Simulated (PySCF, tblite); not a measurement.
**Si3H7Cl: a rotation path, then NMR shifts on frames**

How do NMR shifts of Si3H7Cl (`[SiH3][SiH2][SiH2]Cl`) change as the atoms move?

Computed with tblite 0.8.0 and PySCF 2.14.0, with density-fitted response routines of our own, on a single molecule in the gas phase. Atoms are numbered from 0 throughout.

## 1. Starting geometry

11 atoms, charge 0, multiplicity 1; geometry from: GFN2-xTB.

Bonds of the start (Å): Si0–Si1 2.32, Si1–Si2 2.32, Si2–Cl3 2.04, Si0–H4 1.47, Si0–H5 1.46, Si0–H6 1.47, Si1–H7 1.47, Si1–H8 1.47, Si2–H9 1.46, Si2–H10 1.46.

## 2. A band between two rotamers with GFN2-xTB

What the job is given:

```
{"job": {"kind": "neb", "xc": "GFN2-xTB", "basis": "xTB", "atoms": [0, 1, 2, 3], "turn": 120}, "charge": 0, "multiplicity": 1}
Si     1.988636    -0.147205     0.015382
Si    -0.063402     0.896310    -0.283313
Si    -1.939097    -0.361511     0.242430
Cl    -1.683965    -2.236317    -0.512889
H      3.082390     0.509368    -0.706087
H      1.958980    -1.538415    -0.438725
H      2.374741    -0.166520     1.429673
H     -0.185938     1.380287    -1.669955
H     -0.150512     2.132831     0.512076
H     -3.224933     0.088731    -0.293435
H     -2.151477    -0.554888     1.678879
```

Level: GFN2-xTB climbing-image nudged elastic band, gas phase.

Command:

```bash
OMP_NUM_THREADS=1 python probes_run.py task.json out
```

This one command runs all jobs of the session in turn.

The log of the run:

```text
image   E - E0 / eV
  0       0.0000
  1       0.0010
  2       0.0024
  3       0.0036
  4       0.0041
  5       0.0038
  6       0.0031
  7       0.0025
  8      -0.0006
```

Wall time 8.5 s (1 thread, shared host).

The final band, with the dihedral Si0–Si1–Si2–Cl3:

| image | dihedral (°) | energy (eV) | energy (kcal/mol) |
| --- | --- | --- | --- |
| 0 | -44 | 0.000 | 0.0 |
| 1 | -33 | 0.001 | 0.0 |
| 2 | -23 | 0.002 | 0.1 |
| 3 | -12 | 0.004 | 0.1 |
| 4 | -2 | 0.004 | 0.1 |
| 5 | 8 | 0.004 | 0.1 |
| 6 | 19 | 0.003 | 0.1 |
| 7 | 30 | 0.002 | 0.1 |
| 8 | 40 | -0.001 | 0.0 |

## 3. Shielding tensors: image 0, PBE0/pcSseg-1

What the job is given:

```
{"job": {"kind": "nmr", "xc": "PBE0", "basis": "pcSseg-1", "pop": false}, "charge": 0, "multiplicity": 1}
Si     1.988600    -0.147200     0.015400
Si    -0.063400     0.896300    -0.283300
Si    -1.939100    -0.361500     0.242400
Cl    -1.684000    -2.236300    -0.512900
H      3.082400     0.509400    -0.706100
H      1.959000    -1.538400    -0.438700
H      2.374700    -0.166500     1.429700
H     -0.185900     1.380300    -1.670000
H     -0.150500     2.132800     0.512100
H     -3.224900     0.088700    -0.293400
H     -2.151500    -0.554900     1.678900
```

Method: GIAO PBE0/pcSseg-1 NMR shielding, non-relativistic, gas phase.

The log of the run:

```text
coarse grid: 10840 points
cycle   1  E = -1332.3066570579  dE = -4.694e-02  |g| = 2.440e-01  |ddm| = 2.889e+00
cycle   2  E = -1332.3063189052  dE =  3.382e-04  |g| = 2.556e-01  |ddm| = 6.471e-01
cycle   3  E = -1332.3236172678  dE = -1.730e-02  |g| = 2.003e-02  |ddm| = 3.504e-01
cycle   4  E = -1332.3237030095  dE = -8.574e-05  |g| = 5.644e-03  |ddm| = 2.855e-02
cycle   5  E = -1332.3237116078  dE = -8.598e-06  |g| = 1.708e-03  |ddm| = 9.950e-03
final grid: 85128 points
cycle   6  E = -1332.3435567216  dE = -1.312e-05  |g| = 3.357e-03  |ddm| = 1.214e-02
cycle   7  E = -1332.3435568372  dE = -1.155e-07  |g| = 2.548e-03  |ddm| = 6.072e-03
cycle   8  E = -1332.3435583959  dE = -1.559e-06  |g| = 4.088e-04  |ddm| = 3.625e-03
cycle   9  E = -1332.3435584443  dE = -4.841e-08  |g| = 6.433e-05  |ddm| = 5.663e-04
cycle  10  E = -1332.3435584453  dE = -1.056e-09  |g| = 9.443e-06  |ddm| = 9.152e-05
cycle  11  E = -1332.3435584453  dE = -2.365e-11  |g| = 3.051e-06  |ddm| = 1.833e-05
converged SCF energy = -1332.3435584453

GIAO shielding tensors (ppm)
atom      isotropic    diamagn.    paramagn.     s11        s22        s33       span
  0 Si     468.456     879.808    -411.352    456.764    468.732    479.872     23.107
  1 Si     475.072     881.056    -405.984    455.629    480.489    489.099     33.470
  2 Si     377.190     877.721    -500.531    319.765    362.958    448.848    129.083
  3 Cl    1053.994    1148.725     -94.732    972.783   1089.099   1100.099    127.317
  4 H       28.098      28.555      -0.457     24.511     25.510     34.273      9.762
  5 H       28.023      29.048      -1.025     23.858     27.361     32.851      8.993
  6 H       28.159      28.895      -0.735     24.763     25.719     33.995      9.232
  7 H       28.167      29.388      -1.221     24.517     25.909     34.076      9.559
  8 H       28.421      29.378      -0.957     24.700     25.852     34.710     10.010
  9 H       26.188      27.612      -1.424     21.865     24.813     31.885     10.020
 10 H       26.342      28.219      -1.877     22.261     24.979     31.787      9.526
```

Wall time 38 s (1 thread, shared host).

The references, computed at this level on geometries of the same kind, shield at (ppm): ¹H TMS 31.72, ²⁹Si TMS 349.2, ³⁵Cl HCl 950. Their shielding less the atom's gives the shift. The references are single molecules in the gas phase. Each atom is listed at this fixed geometry, with no averaging over motion; a spectrum would average atoms that exchange fast.

| atoms | environment | σ (ppm) | δ (ppm) |
| --- | --- | --- | --- |
| H9 | hydrogen on a silicon bonded to Cl, Si | 26.19 | 5.53 |
| H10 | hydrogen on a silicon bonded to Cl, Si | 26.34 | 5.38 |
| H5 | hydrogen on a silicon bonded to Si | 28.02 | 3.69 |
| H4 | hydrogen on a silicon bonded to Si | 28.10 | 3.62 |
| H6 | hydrogen on a silicon bonded to Si | 28.16 | 3.56 |
| H7 | hydrogen on a silicon bonded to 2 Si | 28.17 | 3.55 |
| H8 | hydrogen on a silicon bonded to 2 Si | 28.42 | 3.30 |
| Si2 | silicon bonded to Cl, Si, 2 H | 377.2 | -28.0 |
| Si0 | silicon bonded to Si, 3 H | 468.5 | -119.3 |
| Si1 | silicon bonded to 2 Si, 2 H | 475.1 | -125.9 |
| Cl3 | chlorine bonded to Si | 1054 | -104 |

Orbitals, density, ELF and potential are computed afterwards from the orbital file.

Frontier orbitals at PBE0/pcSseg-1, with the share of their density that lies nearest to each atom:

| orbital | energy (eV) | lies on |
| --- | --- | --- |
| HOMO | -8.34 | Cl3 32 %; Si1 22 %; Si2 17 % |
| LUMO | -0.83 | Si2 20 %; Si1 16 %; H9 15 % |

ELF in a plane through or near 4 of the atoms.

Ten even steps from '0' (0.00) to '9' (1.00):
```
0000000000000000000000000000
0000000000000000000000000000
0000000000000000000000000000
0000000000000000000000000000
0000000000002331000000000000
0000000000024553200000000000
0000133100222112210037730000
0001799732541760553499993000
0005999975991671983799997000
0006999910497118933189997000
0003899547278668707549983000
0000255226145223411024310000
0000001488961000377741000000
0000001699981002677752000000
0000001699970015788874100000
0000000268720004788864100000
0000000012100002466642000000
0000000000000000123210000000
0000000000000000000000000000
0000000000000000000000000000
```
The map spans 11.6 Å across and 9.2 Å up, centred on the molecule. Atoms in the plane (x, y in Å): Si0 (-2.0, -0.3), Si1 (0.0, 0.9), Si2 (2.0, -0.2), H9 (3.2, 0.5).

log10 of the density (e/Å³) in the same plane.

Ten even steps from ' ' (-4.0) to '@' (1.6):
```
                                                        
                        ........                        
                    ..::::::::::::..                    
                ....::----------::::....                
            ......::----========----::........          
      ....::::::::--====++****++====----::::::::..      
    ..::::--------====++********++==========----::..    
    ..::--==++++==++++****@@@@****++++++++++++==--::    
  ..::--==++************##@@@@************##**++--::..  
  ..::--==********##****************########**++--::..  
  ..::--==++****%%@@##************##@@%%****++==--::..  
    ..::--==++**##@@##**++++++++****####**++==--::..    
    ..::----==++******++========++******++====--::..    
      ..::--==++******++==--==++****##**++==--::..      
        ..::--==++++++==----==++****##**++==--::..      
        ....::----====--::----==++******++==--::        
          ....::::::::::::::::--==++++++==--::..        
              ..............::::----==----::..          
                              ....::::::....            
                                                        
```
The map spans 11.6 Å across and 9.2 Å up, centred on the molecule. Atoms in the plane (x, y in Å): Si0 (-2.0, -0.3), Si1 (0.0, 0.9), Si2 (2.0, -0.2), H9 (3.2, 0.5).

On the surface of density 0.002 e/bohr³ the electrostatic potential runs, from the 1st to the 99th percentile, from -0.56 V near Cl3 to 1.40 V near H9.

## 4. Nuclear shieldings: image 2, PBE0/pcSseg-1

What the job is given:

```
{"job": {"kind": "nmr", "xc": "PBE0", "basis": "pcSseg-1", "pop": false}, "charge": 0, "multiplicity": 1}
Si     1.986800    -0.167300    -0.057400
Si    -0.059000     0.921800    -0.211100
Si    -1.949400    -0.357000     0.218200
Cl    -1.507400    -2.324000    -0.087000
H      3.070000     0.527200    -0.761100
H      1.909200    -1.515800    -0.622000
H      2.418300    -0.310700     1.336400
H     -0.214500     1.552400    -1.534900
H     -0.101300     2.073800     0.706600
H     -3.126600    -0.111600    -0.617100
H     -2.420800    -0.286100     1.603400
```

Method: GIAO PBE0/pcSseg-1 NMR shielding, non-relativistic, gas phase.

The log of the run:

```text
coarse grid: 10840 points
cycle   1  E = -1332.3058702746  dE = -5.005e-02  |g| = 2.456e-01  |ddm| = 2.887e+00
cycle   2  E = -1332.3055074165  dE =  3.629e-04  |g| = 2.575e-01  |ddm| = 6.531e-01
cycle   3  E = -1332.3230896028  dE = -1.758e-02  |g| = 2.002e-02  |ddm| = 3.502e-01
cycle   4  E = -1332.3231747765  dE = -8.517e-05  |g| = 5.702e-03  |ddm| = 2.833e-02
cycle   5  E = -1332.3231835984  dE = -8.822e-06  |g| = 1.706e-03  |ddm| = 1.005e-02
final grid: 85128 points
cycle   6  E = -1332.3428280314  dE = -1.313e-05  |g| = 3.403e-03  |ddm| = 1.238e-02
cycle   7  E = -1332.3428281561  dE = -1.247e-07  |g| = 2.586e-03  |ddm| = 6.175e-03
cycle   8  E = -1332.3428297446  dE = -1.588e-06  |g| = 4.101e-04  |ddm| = 3.666e-03
cycle   9  E = -1332.3428297927  dE = -4.811e-08  |g| = 6.420e-05  |ddm| = 5.615e-04
cycle  10  E = -1332.3428297937  dE = -1.044e-09  |g| = 1.017e-05  |ddm| = 9.124e-05
cycle  11  E = -1332.3428297938  dE = -3.774e-11  |g| = 3.126e-06  |ddm| = 1.933e-05
converged SCF energy = -1332.3428297938

GIAO shielding tensors (ppm)
atom      isotropic    diamagn.    paramagn.     s11        s22        s33       span
  0 Si     468.104     879.789    -411.685    456.727    469.035    478.551     21.824
  1 Si     475.276     881.062    -405.786    448.774    483.488    493.568     44.794
  2 Si     377.376     877.646    -500.270    318.796    363.878    449.453    130.657
  3 Cl    1050.936    1148.835     -97.899    961.512   1094.277   1097.019    135.506
  4 H       28.103      28.538      -0.435     24.524     25.484     34.300      9.776
  5 H       28.002      29.054      -1.052     23.742     27.507     32.758      9.016
  6 H       28.160      28.892      -0.732     24.767     25.755     33.957      9.190
  7 H       28.179      29.412      -1.233     24.401     25.908     34.229      9.828
  8 H       28.354      29.416      -1.062     24.685     25.814     34.562      9.877
  9 H       26.227      27.622      -1.395     21.900     24.853     31.928     10.028
 10 H       26.329      28.003      -1.674     22.031     25.032     31.924      9.893
```

Wall time 24 s (1 thread, shared host).

This run: δ Si2 -28.2, Si0 -118.9, Si1 -126.1, Cl3 -101, H9 5.49, H10 5.39 ppm.

## 5. Nuclear shieldings: image 4, PBE0/pcSseg-1

What the job is given:

```
{"job": {"kind": "nmr", "xc": "PBE0", "basis": "pcSseg-1", "pop": false}, "charge": 0, "multiplicity": 1}
Si     1.980300    -0.184600    -0.133900
Si    -0.053500     0.937000    -0.141600
Si    -1.953700    -0.354600     0.200000
Cl    -1.402700    -2.310100     0.378300
H      3.057900     0.563500    -0.789400
H      1.873800    -1.469300    -0.828600
H      2.435800    -0.467800     1.229800
H     -0.232700     1.694000    -1.394000
H     -0.059200     1.997600     0.881700
H     -2.959800    -0.350200    -0.863700
H     -2.680600    -0.052900     1.435400
```

With the program's defaults for keys left out, this is: GIAO PBE0/pcSseg-1 NMR shielding, non-relativistic, gas phase.

The log of the run:

```text
coarse grid: 10840 points
cycle   1  E = -1332.3053384482  dE = -4.939e-02  |g| = 2.458e-01  |ddm| = 2.888e+00
cycle   2  E = -1332.3050380581  dE =  3.004e-04  |g| = 2.574e-01  |ddm| = 6.494e-01
cycle   3  E = -1332.3225816907  dE = -1.754e-02  |g| = 2.000e-02  |ddm| = 3.454e-01
cycle   4  E = -1332.3226662073  dE = -8.452e-05  |g| = 5.731e-03  |ddm| = 2.814e-02
cycle   5  E = -1332.3226751178  dE = -8.910e-06  |g| = 1.706e-03  |ddm| = 1.012e-02
final grid: 85128 points
cycle   6  E = -1332.3424165295  dE = -1.308e-05  |g| = 3.313e-03  |ddm| = 1.203e-02
cycle   7  E = -1332.3424166682  dE = -1.387e-07  |g| = 2.470e-03  |ddm| = 5.909e-03
cycle   8  E = -1332.3424181136  dE = -1.445e-06  |g| = 4.024e-04  |ddm| = 3.499e-03
cycle   9  E = -1332.3424181607  dE = -4.710e-08  |g| = 6.418e-05  |ddm| = 5.554e-04
cycle  10  E = -1332.3424181617  dE = -1.017e-09  |g| = 9.440e-06  |ddm| = 8.856e-05
cycle  11  E = -1332.3424181618  dE = -2.865e-11  |g| = 3.077e-06  |ddm| = 1.824e-05
converged SCF energy = -1332.3424181618

GIAO shielding tensors (ppm)
atom      isotropic    diamagn.    paramagn.     s11        s22        s33       span
  0 Si     466.910     879.759    -412.848    456.433    467.472    476.826     20.393
  1 Si     474.719     881.093    -406.374    443.802    483.640    496.714     52.912
  2 Si     377.496     877.630    -500.134    319.915    363.078    449.495    129.580
  3 Cl    1050.878    1148.886     -98.008    964.249   1085.268   1103.117    138.868
  4 H       28.097      28.542      -0.445     24.538     25.457     34.295      9.757
  5 H       28.028      29.045      -1.017     23.896     27.342     32.847      8.951
  6 H       28.142      28.898      -0.755     24.729     25.906     33.793      9.065
  7 H       28.229      29.435      -1.206     24.412     25.916     34.358      9.946
  8 H       28.243      29.465      -1.221     24.584     25.820     34.325      9.741
  9 H       26.292      27.723      -1.431     21.955     24.915     32.007     10.052
 10 H       26.296      27.819      -1.522     21.983     24.973     31.933      9.950
```

Wall time 24 s (1 thread, shared host).

In short: δ Si2 -28.3, Si0 -117.8, Si1 -125.6, Cl3 -101, H9 5.42, H10 5.42 ppm.

## 6. NMR shieldings: image 6, PBE0/pcSseg-1

What the job is given:

```
{"job": {"kind": "nmr", "xc": "PBE0", "basis": "pcSseg-1", "pop": false}, "charge": 0, "multiplicity": 1}
Si     1.976000    -0.192000    -0.212200
Si    -0.046400     0.940400    -0.069700
Si    -1.954600    -0.359000     0.182300
Cl    -1.403000    -2.206600     0.846300
H      3.047700     0.607700    -0.814400
H      1.842100    -1.401300    -1.028900
H      2.456700    -0.612800     1.105700
H     -0.248300     1.815600    -1.238600
H     -0.014800     1.897200     1.051200
H     -2.740200    -0.618300    -1.025900
H     -2.909800     0.131800     1.178300
```

Method: GIAO PBE0/pcSseg-1 NMR shielding, non-relativistic, gas phase.

The log of the run:

```text
coarse grid: 10840 points
cycle   1  E = -1332.3058474561  dE = -5.006e-02  |g| = 2.453e-01  |ddm| = 2.888e+00
cycle   2  E = -1332.3055696632  dE =  2.778e-04  |g| = 2.567e-01  |ddm| = 6.462e-01
cycle   3  E = -1332.3230107043  dE = -1.744e-02  |g| = 2.005e-02  |ddm| = 3.447e-01
cycle   4  E = -1332.3230957581  dE = -8.505e-05  |g| = 5.743e-03  |ddm| = 2.829e-02
cycle   5  E = -1332.3231046932  dE = -8.935e-06  |g| = 1.712e-03  |ddm| = 1.016e-02
final grid: 85128 points
cycle   6  E = -1332.3428299623  dE = -1.269e-05  |g| = 3.396e-03  |ddm| = 1.135e-02
cycle   7  E = -1332.3428301063  dE = -1.440e-07  |g| = 2.556e-03  |ddm| = 6.061e-03
cycle   8  E = -1332.3428316277  dE = -1.521e-06  |g| = 3.952e-04  |ddm| = 3.588e-03
cycle   9  E = -1332.3428316732  dE = -4.546e-08  |g| = 6.294e-05  |ddm| = 5.512e-04
cycle  10  E = -1332.3428316742  dE = -1.015e-09  |g| = 9.621e-06  |ddm| = 8.755e-05
cycle  11  E = -1332.3428316742  dE = -3.251e-11  |g| = 2.866e-06  |ddm| = 1.759e-05
converged SCF energy = -1332.3428316742

GIAO shielding tensors (ppm)
atom      isotropic    diamagn.    paramagn.     s11        s22        s33       span
  0 Si     466.198     879.759    -413.561    455.860    466.739    475.994     20.134
  1 Si     474.311     881.090    -406.779    444.819    482.732    495.382     50.563
  2 Si     376.805     877.636    -500.831    319.725    362.670    448.019    128.294
  3 Cl    1053.757    1148.863     -95.106    977.595   1081.062   1102.613    125.018
  4 H       28.084      28.546      -0.461     24.548     25.447     34.257      9.709
  5 H       28.073      29.041      -0.968     24.171     26.943     33.105      8.933
  6 H       28.094      28.915      -0.820     24.604     26.129     33.550      8.946
  7 H       28.312      29.415      -1.102     24.501     25.912     34.524     10.023
  8 H       28.145      29.464      -1.319     24.536     25.830     34.070      9.534
  9 H       26.321      27.877      -1.556     22.018     24.958     31.987      9.969
 10 H       26.243      27.681      -1.439     21.999     24.875     31.854      9.855
```

Run time: 24 s. Hardware: 1 thread, shared host.

This run: δ Si2 -27.6, Si0 -117.0, Si1 -125.2, Cl3 -104, H10 5.47, H9 5.40 ppm.

## 7. NMR shieldings: image 8, PBE0/pcSseg-1

What the job is given:

```
{"job": {"kind": "nmr", "xc": "PBE0", "basis": "pcSseg-1", "pop": false}, "charge": 0, "multiplicity": 1}
Si     1.963000    -0.195600    -0.307100
Si    -0.043600     0.937300    -0.030700
Si    -1.941200    -0.369400     0.227900
Cl    -1.481700    -1.958500     1.417300
H      3.102500     0.693800    -0.549300
H      1.901100    -1.114500    -1.447800
H      2.296000    -0.995600     0.872600
H     -0.304500     1.837100    -1.167100
H      0.052500     1.862200     1.112200
H     -2.438900    -0.953800    -1.019600
H     -3.099800     0.259600     0.865600
```

Method: GIAO PBE0/pcSseg-1 NMR shielding, non-relativistic, gas phase.

The log of the run:

```text
coarse grid: 10840 points
cycle   1  E = -1332.3073921204  dE = -4.745e-02  |g| = 2.435e-01  |ddm| = 2.890e+00
cycle   2  E = -1332.3071084298  dE =  2.837e-04  |g| = 2.546e-01  |ddm| = 6.490e-01
cycle   3  E = -1332.3242530477  dE = -1.714e-02  |g| = 2.014e-02  |ddm| = 3.506e-01
cycle   4  E = -1332.3243399658  dE = -8.692e-05  |g| = 5.663e-03  |ddm| = 2.878e-02
cycle   5  E = -1332.3243486256  dE = -8.660e-06  |g| = 1.710e-03  |ddm| = 1.003e-02
final grid: 85128 points
cycle   6  E = -1332.3439826387  dE = -1.312e-05  |g| = 3.351e-03  |ddm| = 1.167e-02
cycle   7  E = -1332.3439827642  dE = -1.254e-07  |g| = 2.527e-03  |ddm| = 5.982e-03
cycle   8  E = -1332.3439842422  dE = -1.478e-06  |g| = 4.061e-04  |ddm| = 3.571e-03
cycle   9  E = -1332.3439842901  dE = -4.791e-08  |g| = 6.166e-05  |ddm| = 5.672e-04
cycle  10  E = -1332.3439842911  dE = -9.836e-10  |g| = 9.906e-06  |ddm| = 8.850e-05
converged SCF energy = -1332.3439842911

GIAO shielding tensors (ppm)
atom      isotropic    diamagn.    paramagn.     s11        s22        s33       span
  0 Si     466.181     879.802    -413.622    456.189    465.216    477.137     20.948
  1 Si     474.022     881.092    -407.070    453.182    480.372    488.512     35.330
  2 Si     376.442     877.728    -501.286    318.616    362.688    448.022    129.406
  3 Cl    1053.983    1148.761     -94.778    972.580   1091.080   1098.288    125.708
  4 H       28.082      28.535      -0.453     24.567     25.448     34.232      9.665
  5 H       28.137      29.006      -0.869     24.597     26.156     33.659      9.061
  6 H       28.032      28.988      -0.955     24.195     26.795     33.108      8.913
  7 H       28.423      29.422      -0.999     24.709     25.894     34.665      9.956
  8 H       28.158      29.398      -1.240     24.592     25.871     34.010      9.418
  9 H       26.331      28.193      -1.862     22.229     25.008     31.756      9.527
 10 H       26.185      27.622      -1.437     21.885     24.818     31.852      9.967
```

Wall time 22 s (1 thread, shared host).

In short: δ Si2 -27.3, Si0 -117.0, Si1 -124.9, Cl3 -104, H10 5.53, H9 5.39 ppm.

## 8. Run by run: NMR shifts

Shifts (ppm) of some atoms, chosen among heavy atoms and hydrogens apart, with basis size and wall time:

| frame | H10 | H7 | H8 | Si2 | Si0 | Si1 | Cl3 | functions | time |
| --- | --- | --- | --- | --- | --- | --- | --- | --- | --- |
| image 0 | 5.38 | 3.55 | 3.30 | -28.0 | -119.3 | -125.9 | -104 | 131 | 38 s |
| image 2 | 5.39 | 3.54 | 3.36 | -28.2 | -118.9 | -126.1 | -101 | 131 | 24 s |
| image 4 | 5.42 | 3.49 | 3.47 | -28.3 | -117.8 | -125.6 | -101 | 131 | 24 s |
| image 6 | 5.47 | 3.40 | 3.57 | -27.6 | -117.0 | -125.2 | -104 | 131 | 24 s |
| image 8 | 5.53 | 3.29 | 3.56 | -27.3 | -117.0 | -124.9 | -104 | 131 | 22 s |

## 9. What came out

| quantity | value |
| --- | --- |
| barrier | 0.004 eV (0.1 kcal/mol) at image 4 |
| end to end (GFN2-xTB) | -0.001 eV |
| ¹H shifts against TMS (PBE0/pcSseg-1, image 0) | 5.53, 5.38, 3.69, 3.62, 3.56, 3.55, 3.30 ppm |
| ²⁹Si shifts against TMS (PBE0/pcSseg-1, image 0) | -28.0, -119.3, -125.9 ppm |
| ³⁵Cl shifts against HCl (PBE0/pcSseg-1, image 0) | -104 ppm |
| surface potential, 1st and 99th percentile | -0.56 V and 1.40 V |
| range of the shift of Cl3 | -104 to -101 ppm |

Along the band the dihedral turns by 84°, and the top (dihedral -2°) lies 0.1 kcal/mol above the start (GFN2-xTB, rough), so at room temperature this motion is fast. The top was not checked by a frequency run. Shifts at one fixed geometry are not the observed spectrum, which averages over the motion. By nearest atom (PBE0/pcSseg-1), the HOMO sits on Cl3 32 %; Si1 22 % and the LUMO on Si2 20 %; Si1 16 %. Across the 5 runs the shift of Cl3 moves most, between -104 (image 0) and -101 ppm (image 4).
